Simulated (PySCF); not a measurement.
# C5H2F4: the cost of one run

Programs: PySCF 2.14.0, with routines of our own; each step states its level. All values are computed. Atoms count from 0.

## 1. The starting structure

11 atoms, charge 0, multiplicity 1; geometry from: GFN2-xTB.

## 2. Magnetic properties: GIAO B3LYP/pcSseg-1

Job settings and geometry (Å):

```
{"job": {"kind": "mag", "xc": "B3LYP", "basis": "pcSseg-1", "isotopologues": 0}, "charge": 0, "multiplicity": 1}
F      3.784563     0.069977    -0.013961
C      2.492754     0.267172    -0.262386
C      1.555554    -0.428006     0.374493
C      0.187486    -0.233708     0.137124
C     -0.995815    -0.092836    -0.034173
C     -2.418680     0.092944    -0.261342
F     -2.966336     0.943710     0.622159
F     -3.101803    -1.058175    -0.163047
F     -2.671776     0.590327    -1.482995
H      2.319643     1.027155    -1.011124
H      1.819835    -1.175891     1.109208
```

Level: GIAO B3LYP/pcSseg-1 magnetisability, rotational g tensor and spin-rotation constants, non-relativistic, gas phase.

The run is started by

```
> OMP_NUM_THREADS=1 python excited_run.py task.json out
```

The driver reads the jobs from task.json and runs them one after another.

**Question.** How long does this first job take on 1 thread of AMD EPYC 9R14, shared host, and how much memory does it need?

About 15 s, with a peak of 0.8 GiB.
